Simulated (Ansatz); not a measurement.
# C2H6O2Si: the cost of one run

All numbers below are computed with Ansatz 0.2.0 (RKS r2SCAN/def2-SVP).

1 further run of the same task is left out (it didn't finish).

## Step 1: The system as given

Bond lengths: O1–C2 1.351 Å, C2–C3 1.347 Å, C3–O4 1.307 Å, C3–Si5 1.880 Å, O1–H6 0.999 Å, C2–H7 1.109 Å, O4–H8 0.998 Å, Si5–H9 1.521 Å, Si5–H10 1.453 Å, Si5–H11 1.470 Å. Angles: O1–C2–C3 120.0°, O1–C2–H7 114.3°, C3–C2–H7 125.6°, C2–O1–H6 108.3°, C2–C3–O4 120.6°, C2–C3–Si5 122.5°, O4–C3–Si5 116.7°, C3–O4–H8 105.0°, C3–Si5–H9 107.5°, C3–Si5–H10 109.5°, C3–Si5–H11 110.2°, H9–Si5–H10 109.2°, H9–Si5–H11 108.5°, H10–Si5–H11 111.9°.

As a file:

```xyz
11

O    -1.1257    0.3314    1.9651
C    -0.2217    0.4940    0.9739
C    -0.2813   -0.2814   -0.1257
O    -1.1944   -1.2100   -0.2375
Si    1.0041   -0.1914   -1.4942
H    -0.9737    1.0438    2.6489
H     0.5513    1.2615    1.1824
H    -1.7752   -1.0994    0.5666
H     2.0032    0.8899   -1.1130
H     0.3578    0.1750   -2.7426
H     1.7210   -1.4705   -1.6034
```

## Step 2: End point A

The input, input.yaml:

```yaml
crystal:
  periodic: [false, false, false]
  atoms:
    - { symbol: O, position_ang: [-1.1257, 0.3314, 1.9651] }
    - { symbol: C, position_ang: [-0.2217, 0.494, 0.9739] }
    - { symbol: C, position_ang: [-0.2813, -0.2814, -0.1257] }
    - { symbol: O, position_ang: [-1.1944, -1.21, -0.2375] }
    - { symbol: Si, position_ang: [1.0041, -0.1914, -1.4942] }
    - { symbol: H, position_ang: [-0.9737, 1.0438, 2.6489] }
    - { symbol: H, position_ang: [0.5513, 1.2615, 1.1824] }
    - { symbol: H, position_ang: [-1.7752, -1.0994, 0.5666] }
    - { symbol: H, position_ang: [2.0032, 0.8899, -1.113] }
    - { symbol: H, position_ang: [0.3578, 0.175, -2.7426] }
    - { symbol: H, position_ang: [1.721, -1.4705, -1.6034] }
basis:
  gaussian: { orbitals: def2-SVP }
hamiltonian:
  xc: r2scan
relax:
  f_tol: 0.015
  max_steps: 40
output:
  orbitals: {}
```

Run with:

```
$ ansatz run input.yaml --threads 2 --pin off --max-ram 3072MiB --backend cpu --events-out ev --progress --plain --runs-dir out
```

**Question.** How long does this run take on 2 threads of Intel Xeon Platinum 8488C (Sapphire Rapids), shared host, and how much memory does it need?

About 16 s, with a peak of 0.17 GiB.
